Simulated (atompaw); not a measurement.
# Pseudopotential generation for Mn: PAW (atompaw), PBE

Task: generate the file, and judge it by its logarithmic derivatives, its ghosts and its cutoff.

Program: atompaw 4.2.0.5. Reference atom: PBE, scalar-relativistic, spherical and spin-unpolarised. All values are calculated.

**1. The design**

The settings as typed:

```
element                 : manganese (Mn, Z = 25)
type                    : PAW
frozen core             : [Ne]
valence charge          : 15
reference configuration : 3s2 3p6 3d5 4s2 4p0
partial waves           : 3s (bound); 4s (bound); 3p (bound); 4p (bound, empty); 3d (bound); 3d channel at 0.2 Ry
local potential         : vpsmatchnc scheme with l = 3 at 1 Ry, radius 1.20 bohr
core correction         : smooth core density matched at 1.25 bohr
augmentation charge     : besselshape compensation charge, radius 1.45 bohr; PAW radius 1.55 bohr; waves and projectors: bloechl
```

The nodes and maxima of the atom's own shells, from an earlier all-electron run, set the scale for the radii.

All-electron outer shells of the reference configuration (PBE, scalar-relativistic, ld1.x):

```json
{"shell": "2s", "level (eV)": "-743.95", "outermost node (bohr)": "0.08", "outermost maximum (bohr)": "0.23"}
{"shell": "2p", "level (eV)": "-630.19", "outermost node (bohr)": "–", "outermost maximum (bohr)": "0.19"}
{"shell": "3s", "level (eV)": "-85.88", "outermost node (bohr)": "0.34", "outermost maximum (bohr)": "0.74"}
{"shell": "3p", "level (eV)": "-54.59", "outermost node (bohr)": "0.31", "outermost maximum (bohr)": "0.75"}
{"shell": "3d", "level (eV)": "-6.77", "outermost node (bohr)": "–", "outermost maximum (bohr)": "0.76"}
{"shell": "4s", "level (eV)": "-5.11", "outermost node (bohr)": "1.05", "outermost maximum (bohr)": "2.51"}
{"shell": "4p", "level (eV)": "-1.37", "outermost node (bohr)": "1.16", "outermost maximum (bohr)": "3.43"}
```

**2. Generation**

Input file Mn.input:

```
Mn 25
GGA-PBE scalarrelativistic loggrid 1500 logderivrange -8 5 326
4 4 3 0 0 0
4 1 0
3 2 5
0 0 0
c
c
v
v
c
v
v
v
2
1.55 1.45 1.20 1.25
n
n
y
0.2
n
bloechl besselshape
3 1 vpsmatchnc
PWSCFOUT
UPFDX 0.0125d0 UPFXMIN -7.d0 UPFZMESH 25.d0
END
```

The run is started by

```
$ atompaw < Mn.input > Mn.log
```

**Question.** What will these runs give? Wanted: cutoffs for 10 and 1 mRy, occupied levels; bound ghosts; largest phase difference near zero energy, channels read; lowest eigenvalue of the overlap; share of valence orbitals outside the PAW sphere; UPF file.

The runs gave:

```
                                                quantity                                      value
               cutoffs for 10 and 1 mRy, occupied levels                          180 Ry and 230 Ry
                                            bound ghosts                                 none found
largest phase difference near zero energy, channels read                                  0.002 rad
         lowest eigenvalue of the overlap (Bessel basis)                                  0.012 (d)
        share of valence orbitals outside the PAW sphere  3s 3 %, 4s 94 %, 3p 6 %, 4p 98 %, 3d 24 %
                                                UPF file                                    written
```

What this shows: By its cutoff, 180 Ry for the looser tolerance, it is very hard. The Bessel-basis test finds no level below the valence levels. Near zero energy the phases of the channels with partial waves agree within 0.002 rad. All of this concerns the isolated atom, not yet a solid.
